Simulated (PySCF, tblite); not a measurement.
# C₉H₉NSSi: excited states

Wanted: excited states for C₉H₉NSSi (`[SiH3]c1cc(C=S)c2ccccn12`).

Computed with tblite 0.8.0 and PySCF 2.14.0 and routines of our own; the level stands in each step. Atoms count from 0.

### 1 The starting structure

21 atoms, charge 0, multiplicity 1; geometry from: force field or distance geometry start.

### 2 Relaxing the molecule with GFN2-xTB

Job settings and geometry (Å):

```
{"job": {"kind": "relax", "xc": "GFN2-xTB", "basis": "xTB"}, "charge": 0, "multiplicity": 1}
Si     2.901800    -0.831400    -0.691700
C      1.338000     0.080600    -0.277700
C      1.229300     1.435600    -0.113500
C     -0.094800     1.705100     0.186800
C     -0.666700     2.993000     0.446400
S     -1.461500     3.811300    -0.730300
C     -0.738600     0.482700     0.222300
C     -2.067300     0.150400     0.492900
C     -2.487600    -1.189600     0.460500
C     -1.581300    -2.167400     0.173500
C     -0.267400    -1.823100    -0.089500
N      0.132200    -0.527500    -0.055900
H      3.969700     0.103400    -0.934000
H      3.252000    -1.761600     0.393300
H      2.737200    -1.673400    -1.890900
H      2.052800     2.121600    -0.226000
H     -0.563600     3.435200     1.423900
H     -2.817800     0.886000     0.719800
H     -3.532100    -1.425700     0.671400
H     -1.819300    -3.224900     0.133000
H      0.476200    -2.563300    -0.315000
```

Started as:

```
$ OMP_NUM_THREADS=1 python excited_run.py task.json out
```

This one command runs all jobs of the session in turn.

Output:

```text
step      E/eV     max force
  0    -863.10290    2.587
  1    -863.26941    1.218
  2    -863.31976    0.579
  3    -863.34982    0.325
  4    -863.36419    0.251
  5    -863.37335    0.238
  6    -863.37961    0.161
  7    -863.38386    0.171
  8    -863.38649    0.137
  9    -863.38909    0.149
 10    -863.39298    0.232
 11    -863.39844    0.281
 12    -863.40516    0.223
 13    -863.41361    0.261
 14    -863.42592    0.402
 15    -863.44426    0.512
 16    -863.47181    0.689
 17    -863.50780    0.571
 18    -863.54921    0.601
 19    -863.55536    1.094
 20    -863.60768    0.886
 21    -863.64765    0.560
 22    -863.68372    0.462
 23    -863.72829    0.591
 24    -863.74552    0.361
 25    -863.78175    0.385
 26    -863.82469    0.324
 27    -863.82297    0.848
 28    -863.85726    0.280
 29    -863.86477    0.230
 30    -863.87676    0.197
 31    -863.88094    0.157
 32    -863.88686    0.149
 33    -863.89063    0.139
 34    -863.89450    0.136
 35    -863.89806    0.135
 36    -863.90199    0.138
 37    -863.90560    0.183
 38    -863.90935    0.146
 39    -863.91310    0.163
 40    -863.91678    0.107
 41    -863.92019    0.137
 42    -863.92372    0.117
 43    -863.92724    0.116
 44    -863.92979    0.085
 45    -863.93092    0.072
 46    -863.93179    0.071
 47    -863.93268    0.078
 48    -863.93375    0.074
 49    -863.93453    0.080
 50    -863.93519    0.069
 51    -863.93585    0.060
 52    -863.93657    0.053
 53    -863.93719    0.048
 54    -863.93768    0.050
 55    -863.93811    0.046
 56    -863.93850    0.037
 57    -863.93881    0.039
 58    -863.93907    0.038
 59    -863.93937    0.039
 60    -863.93976    0.044
 61    -863.94017    0.046
 62    -863.94049    0.038
 63    -863.94074    0.037
 64    -863.94103    0.034
 65    -863.94141    0.043
 66    -863.94181    0.052
 67    -863.94211    0.039
 68    -863.94232    0.028
 69    -863.94250    0.025
 70    -863.94266    0.024
 71    -863.94279    0.025
 72    -863.94290    0.022
 73    -863.94300    0.021
 74    -863.94310    0.022
 75    -863.94318    0.016
 76    -863.94323    0.015
 77    -863.94327    0.015
 78    -863.94332    0.020
 79    -863.94338    0.022
 80    -863.94344    0.017
 81    -863.94349    0.016
 82    -863.94353    0.011
 83    -863.94357    0.010
 84    -863.94359    0.010
 85    -863.94362    0.009
```

Run time: 0.9 s. Hardware: 1 thread of Arm Neoverse V2, shared host.

The steps of the relaxation: (not every step is listed)

| step | energy from step 0 (eV) | largest force (eV/Å) |
| --- | --- | --- |
| 0 | 0.0000 | 2.5866 |
| 1 | -0.1665 | 1.2181 |
| 2 | -0.2169 | 0.5790 |
| 3 | -0.2469 | 0.3252 |
| 4 | -0.2613 | 0.2510 |
| 5 | -0.2704 | 0.2385 |
| 6 | -0.2767 | 0.1608 |
| 7 | -0.2810 | 0.1714 |
| 8 | -0.2836 | 0.1373 |
| 15 | -0.3414 | 0.5117 |
| 22 | -0.5808 | 0.4615 |
| 29 | -0.7619 | 0.2299 |
| 36 | -0.7991 | 0.1382 |
| 43 | -0.8243 | 0.1159 |
| 50 | -0.8323 | 0.0691 |
| 57 | -0.8359 | 0.0389 |
| 64 | -0.8381 | 0.0344 |
| 71 | -0.8399 | 0.0246 |
| 78 | -0.8404 | 0.0201 |
| 80 | -0.8405 | 0.0171 |
| 81 | -0.8406 | 0.0161 |
| 82 | -0.8406 | 0.0114 |
| 83 | -0.8407 | 0.0100 |
| 84 | -0.8407 | 0.0105 |
| 85 | -0.8407 | 0.0092 |

Distances of close pairs at the start and the end, largest changes first:

| bond | before (Å) | after (Å) | change (Å) |
| --- | --- | --- | --- |
| C8–C9 | 1.364 | 1.408 | +0.044 |
| C7–C8 | 1.405 | 1.370 | -0.035 |
| C3–C6 | 1.382 | 1.416 | +0.034 |
| C2–C3 | 1.384 | 1.415 | +0.031 |
| C3–C4 | 1.433 | 1.408 | -0.025 |
| C6–N11 | 1.362 | 1.383 | +0.021 |
| C9–C10 | 1.383 | 1.363 | -0.021 |
| Si0–H12 | 1.440 | 1.458 | +0.019 |

The end geometry stands in the next job.

### 3 Harmonic vibrations with GFN2-xTB

Job settings and geometry (Å):

```
{"job": {"kind": "ir", "xc": "GFN2-xTB", "basis": "xTB"}, "charge": 0, "multiplicity": 1}
Si     2.925315    -0.930154    -0.594992
C      1.378777     0.058929    -0.230641
C      1.239057     1.420993    -0.097751
C     -0.115035     1.739741     0.161309
C     -0.626491     3.035651     0.361709
S     -2.184792     3.439960     0.672624
C     -0.803292     0.502000     0.178957
C     -2.141711     0.151834     0.374035
C     -2.502885    -1.169358     0.334569
C     -1.525074    -2.154679     0.100206
C     -0.225137    -1.793867    -0.093263
N      0.130099    -0.490705    -0.058174
H      4.025022     0.016777    -0.739975
H      3.180023    -1.862892     0.509026
H      2.723573    -1.695485    -1.831183
H      2.036542     2.134472    -0.177679
H      0.101314     3.841170     0.304408
H     -2.857543     0.937685     0.550685
H     -3.530038    -1.461796     0.481577
H     -1.799706    -3.196358     0.072531
H      0.563062    -2.506972    -0.278451
```

Output:

```text
mode    cm-1     km/mol
  1      62.5      1.98
  2     101.6      0.13
  3     120.6      0.92
  4     129.4      2.03
  5     156.1      1.28
  6     163.4      2.36
  7     225.8      0.83
  8     290.0      4.18
  9     323.2      2.00
 10     391.0      2.32
 11     429.8     14.85
 12     461.0      9.34
 13     515.3     28.18
 14     526.1     13.17
 15     560.7     35.38
 16     571.9     43.55
 17     608.7     24.62
 18     620.6     11.58
 19     697.4      0.38
 20     743.5     12.01
 21     765.7      3.42
 22     772.7    108.46
 23     778.0    184.09
 24     790.9      1.51
 25     792.1    416.37
 26     798.0    243.09
 27     837.9      6.80
 28     861.5      0.04
 29     895.7      0.21
 30     917.5      0.03
 31     952.0     29.40
 32    1026.9     74.92
 33    1069.3     11.24
 34    1097.7     16.09
 35    1136.7     13.96
 36    1158.8      3.83
 37    1179.7     11.93
 38    1231.6      2.08
 39    1259.1     23.01
 40    1295.5     68.22
 41    1332.3     19.63
 42    1357.4     48.48
 43    1436.9     86.03
 44    1448.4     38.30
 45    1472.0     92.75
 46    1497.3    354.63
 47    1531.5     73.52
 48    1608.0     14.33
 49    2225.1    405.82
 50    2233.9    196.97
 51    2310.9    259.46
 52    2972.7     25.50
 53    3097.5      8.03
 54    3105.5      9.92
 55    3115.6      6.40
 56    3119.6     22.78
 57    3159.3     15.55
```

Run time: 1.1 s. Hardware: 1 thread of Arm Neoverse V2, shared host.

The strongest bands and the atoms that carry them (share of the mass-weighted mode):

| cm⁻¹ | km/mol | atoms |
| --- | --- | --- |
| 773 | 108.5 | C10 21 %, C7 20 %, C2 18 % |
| 778 | 184.1 | H12 41 %, H14 16 %, H13 13 % |
| 792 | 416.4 | H12 31 %, H13 24 %, H14 22 % |
| 798 | 243.1 | H13 47 %, H14 46 % |
| 1497 | 354.6 | C2 28 %, C1 21 %, C9 16 % |
| 2225 | 405.8 | H14 61 %, H13 35 % |
| 2234 | 197.0 | H13 62 %, H14 36 % |
| 2311 | 259.5 | H12 97 % |

### 4 Excited states: TDA wB97X-D/def2-SVP

Settings changed since step 3:

```diff
@@ -1,2 +1,2 @@
-{"job": {"kind": "ir", "xc": "GFN2-xTB", "basis": "xTB"}, "charge": 0, "multiplicity": 1}
+{"job": {"kind": "states", "xc": "wB97X-D", "basis": "def2-SVP", "tda": true, "soc": true, "nstates": 8, "ntriplets": 5, "nquad": 4}, "charge": 0, "multiplicity": 1}
 Si     2.925315    -0.930154    -0.594992
```

Level: TDA wB97X-D/def2-SVP excited states, vertical, gas phase, spin-orbit mean-field couplings.

Output:

```text
coarse grid: 19664 points
cycle   1  E = -1089.8836410188  dE =  2.815e+00  |g| = 5.342e-01  |ddm| = 5.442e+00
cycle   2  E = -1089.8868663996  dE = -3.225e-03  |g| = 6.335e-01  |ddm| = 1.814e+00
cycle   3  E = -1089.9917840496  dE = -1.049e-01  |g| = 7.210e-02  |ddm| = 9.463e-01
cycle   4  E = -1089.9933759148  dE = -1.592e-03  |g| = 4.066e-02  |ddm| = 1.803e-01
cycle   5  E = -1089.9939166826  dE = -5.408e-04  |g| = 1.164e-02  |ddm| = 6.933e-02
cycle   6  E = -1089.9939841936  dE = -6.751e-05  |g| = 4.565e-03  |ddm| = 2.883e-02
cycle   7  E = -1089.9940029590  dE = -1.877e-05  |g| = 1.876e-03  |ddm| = 1.960e-02
cycle   8  E = -1089.9940060419  dE = -3.083e-06  |g| = 8.600e-04  |ddm| = 7.442e-03
final grid: 183888 points
cycle   9  E = -1090.1285324498  dE = -1.117e-04  |g| = 4.871e-03  |ddm| = 6.362e-02
cycle  10  E = -1090.1285355309  dE = -3.081e-06  |g| = 4.710e-03  |ddm| = 1.273e-02
cycle  11  E = -1090.1285407116  dE = -5.181e-06  |g| = 9.348e-04  |ddm| = 6.449e-03
cycle  12  E = -1090.1285410616  dE = -3.500e-07  |g| = 4.348e-04  |ddm| = 2.248e-03
cycle  13  E = -1090.1285411667  dE = -1.051e-07  |g| = 1.787e-04  |ddm| = 1.151e-03
cycle  14  E = -1090.1285411859  dE = -1.917e-08  |g| = 6.977e-05  |ddm| = 5.950e-04
cycle  15  E = -1090.1285411901  dE = -4.243e-09  |g| = 2.944e-05  |ddm| = 3.103e-04
cycle  16  E = -1090.1285411906  dE = -5.289e-10  |g| = 1.287e-05  |ddm| = 9.745e-05
converged SCF energy = -1090.1285411906

Singlet excitations
state   eV       nm        f     d(h-e)  d(exc)  Lambda  PR(NTO)  |dmu|/D   mu/D   main configurations
  1   2.4129   513.8   0.00004   1.326   2.950   0.391   1.002    2.939    2.012   H-1->L 0.88, H-1->L+1 0.08
  2   3.8704   320.3   0.45475   0.523   3.624   0.698   1.090    1.408    5.479   H->L 0.88
  3   4.4138   280.9   0.09562   0.885   3.557   0.663   1.357    2.257    4.429   H->L+1 0.73, H-2->L 0.09
  4   4.8881   253.6   0.00004   3.870   4.660   0.267   1.003    8.048    3.792   H-1->L+1 0.84, H-1->L 0.10
  5   4.9844   248.7   0.03188   0.202   3.730   0.674   2.050                     H-2->L 0.39, H->L+2 0.37, H->L+1 0.16
  6   5.5901   221.8   0.36058   0.991   3.554   0.659   1.875                     H-2->L 0.38, H-2->L+1 0.29, H->L+2 0.18
  7   5.7798   214.5   0.00021   3.993   4.901   0.193   1.007                     H-1->L+2 0.92
  8   5.9418   208.7   0.21009   0.352   3.737   0.722   2.441                     H-3->L 0.47, H->L+2 0.29, H-2->L+1 0.10

Triplet excitations (Tamm-Dancoff)
state   eV     d(h-e)  d(exc)  Lambda  PR(NTO)   main configurations
  1   2.0042   1.276   2.894   0.387   1.002   H-1->L 0.86, H-1->L+1 0.09
  2   2.2525   0.151   3.313   0.708   1.074   H->L 0.91
  3   3.2842   0.753   3.077   0.687   1.454   H->L+1 0.69, H-3->L 0.15
  4   4.0147   0.492   3.329   0.696   1.959   H->L+2 0.43, H-2->L 0.25, H->L+1 0.10
  5   4.1334   0.698   3.331   0.686   1.708   H-2->L 0.52, H->L+2 0.30
S1 - T1 = 0.4087 eV

Spin-orbit couplings |<S|Hso|T>| (cm-1)
             T1       T2       T3       T4       T5
S0      146.959    0.177    0.314    0.149    0.317
S1        0.127  105.273   50.781   43.563   10.275
S2       72.335    0.058    0.476    0.098    0.158
S3       45.235    0.312    0.178    0.066    0.135
S4        0.404   11.186   54.377   10.531   10.741
S5       10.897    0.195    1.343    0.387    0.344
S6       60.275    0.111    0.342    0.224    0.102
S7        3.068    3.928    0.889   49.332   29.410
S8       42.879    0.353    0.215    0.227    0.256
T1 sublevels (cm-1): 0.000 0.000 6.648   radiative rates (1/s): 0.0122 0.326 1.08e+04
```

Wall time 1.7 min (1 thread of Arm Neoverse V2, shared host); peak memory 0.99 GiB.

From this job:

| quantity | value |
| --- | --- |
| S1 less T1 | 0.41 eV |

Orbitals, density, ELF and potential are computed afterwards from the orbital file.

Frontier orbitals at wB97X-D/def2-SVP, with the share of their density that lies nearest to each atom:

| orbital | energy (eV) | lies on |
| --- | --- | --- |
| HOMO | -7.45 | S5 25 %; C1, C3 about 18 % each; C7, C8, C10 about 6 % each |
| LUMO | -0.38 | S5 24 %; C4 21 %; C8 11 % |

ELF in a plane through or near 19 of the atoms.

Values, 10 rows by 14 columns:
```
0.00 0.00 0.00 0.00 0.00 0.00 0.00 0.00 0.00 0.00 0.00 0.00 0.00 0.00
0.00 0.00 0.00 0.00 0.00 0.00 0.00 0.15 0.12 0.00 0.00 0.00 0.00 0.00
0.00 0.00 0.00 0.00 0.00 0.02 0.01 0.98 0.98 0.01 0.46 0.01 0.00 0.00
0.00 0.00 0.00 0.02 0.01 1.00 0.76 0.84 0.62 0.49 1.00 0.64 0.00 0.00
0.00 0.00 0.09 0.46 0.24 0.03 0.78 0.59 0.26 0.46 0.34 0.01 0.00 0.00
0.00 0.04 0.65 0.12 0.20 0.34 0.60 0.51 0.27 0.48 0.95 0.06 0.00 0.00
0.00 0.17 1.00 1.00 0.10 0.41 0.71 0.51 0.59 0.16 0.93 0.83 0.13 0.00
0.00 0.00 0.01 0.03 0.02 1.00 0.84 0.05 0.40 0.74 0.31 0.87 0.21 0.00
0.00 0.00 0.00 0.00 0.00 0.02 0.00 0.78 0.99 0.04 0.75 0.67 0.02 0.00
0.00 0.00 0.00 0.00 0.00 0.00 0.00 0.00 0.00 0.00 0.00 0.00 0.00 0.00
```
The map spans 13.0 Å across and 12.6 Å up, centred on the molecule. Atoms in the plane (x, y in Å): Si0 (-3.1, 0.0), C1 (-1.3, -0.5), C2 (-0.8, -1.7), C3 (0.7, -1.6), C4 (1.6, -2.7), S5 (3.2, -2.6), C6 (0.9, -0.2), C7 (2.1, 0.5), C8 (2.1, 1.9), C9 (0.8, 2.5), C10 (-0.3, 1.8), N11 (-0.3, 0.4), H12 (-3.9, -1.2), H15 (-1.3, -2.7), H16 (1.1, -3.7), H17 (3.1, 0.0), H18 (3.0, 2.5), H19 (0.7, 3.6), H20 (-1.3, 2.2).

log10 of the density (e/Å³) in the same plane.

Ten even steps from '0' (-4.0) to '9' (2.2):
```
0000000000000000000000000000
0000000000000000000000000000
0000000000001122211000000000
0000000000012345432111000000
0000000001223456543332100000
0000001123455566655554310000
0001122234566668766665320000
0012334444567866668654210000
0012345554456765567654210000
0023456865567976679665320000
0123456866796667766665321000
0124566655676666654444432000
0123455544569779655566543100
0012333334666666776787543200
0001122224565445776687543200
0000000013343345665555443100
0000000001122234544444332000
0000000000000122322222110000
0000000000000001110000000000
0000000000000000000000000000
```
The map spans 13.0 Å across and 12.6 Å up, centred on the molecule. Atoms in the plane (x, y in Å): Si0 (-3.1, 0.0), C1 (-1.3, -0.5), C2 (-0.8, -1.7), C3 (0.7, -1.6), C4 (1.6, -2.7), S5 (3.2, -2.6), C6 (0.9, -0.2), C7 (2.1, 0.5), C8 (2.1, 1.9), C9 (0.8, 2.5), C10 (-0.3, 1.8), N11 (-0.3, 0.4), H12 (-3.9, -1.2), H15 (-1.3, -2.7), H16 (1.1, -3.7), H17 (3.1, 0.0), H18 (3.0, 2.5), H19 (0.7, 3.6), H20 (-1.3, 2.2).

On the surface of density 0.002 e/bohr³ the electrostatic potential runs, from the 1st to the 99th percentile, from -1.45 V near S5 to 1.44 V near H20.

### 5 Summary of results

| quantity | value |
| --- | --- |
| strongest single infrared mode (GFN2-xTB) | 792 cm⁻¹, 416 km/mol |
| zero-point energy (GFN2-xTB) | 92.0 kcal/mol |
| S1 less T1 (step 4, TDA wB97X-D/def2-SVP) | 0.41 eV |
| potential on the surface of density 0.002 e/bohr³, 1st and 99th percentile | -1.45 V and 1.44 V |

What this shows: All 57 modes are real, so the xTB geometry is a minimum. GFN2-xTB is a fitted tight-binding method: band positions and strengths are rough. Its intensities can rank the bands wrongly. In step 4, the number of triplets below S1 is 2, and the largest singlet-triplet spin-orbit coupling is S0–T1, 146.96 cm⁻¹. By nearest atom (wB97X-D/def2-SVP), the HOMO sits on S5 25 %; C1, C3 about 18 % each and the LUMO on S5 24 %; C4 21 %.
